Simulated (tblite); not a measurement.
# C3H6BrClSi2: the cost of one run

The runs use tblite 0.8.0 and PySCF 2.14.0, with density-fitted response routines of our own; the level of theory stands in each step. All values are computed, except where a source is named. Atoms count from 0, in the outputs and in this text.

**1. The starting structure**

13 atoms, charge 0, multiplicity 1; geometry from: force field or distance geometry start.

Bonds of the start (Å): C0–C1 1.22, C1–Si2 1.81, Si2–Br3 2.24, Si2–Si4 2.24, Si4–C5 1.85, C5–Cl6 1.78, C0–H7 1.06, Si2–H8 1.47, Si4–H9 1.47, Si4–H10 1.49, C5–H11 1.12, C5–H12 1.09.

**2. Relaxing the molecule with GFN2-xTB**

The job: settings as JSON, then the geometry in Å.

```
{"job": {"kind": "relax", "xc": "GFN2-xTB", "basis": "xTB"}, "charge": 0, "multiplicity": 1}
C      2.362900     1.818300    -0.329800
C      1.882400     0.702800    -0.187700
Si     1.236000    -0.972500     0.055200
Br     2.405400    -2.360100    -1.265600
Si    -0.934900    -0.941400    -0.502800
C     -1.824000     0.590600     0.043700
Cl    -2.843100     1.292400    -1.240200
H      2.762200     2.790300    -0.472700
H      1.285500    -1.334500     1.481000
H     -1.161700    -1.201800    -1.935500
H     -1.529700    -2.109900     0.196800
H     -2.514700     0.359500     0.898700
H     -1.130700     1.366800     0.379800
```

Run with:

```console
$ OMP_NUM_THREADS=1 python probes_run.py task.json out
```

This one command runs all jobs of the session in turn.

Q: Estimate the wall time and peak memory of this first job on 1 thread of Arm Neoverse N1, shared host.

About 1.9 s, with a peak of 0.18 GiB.
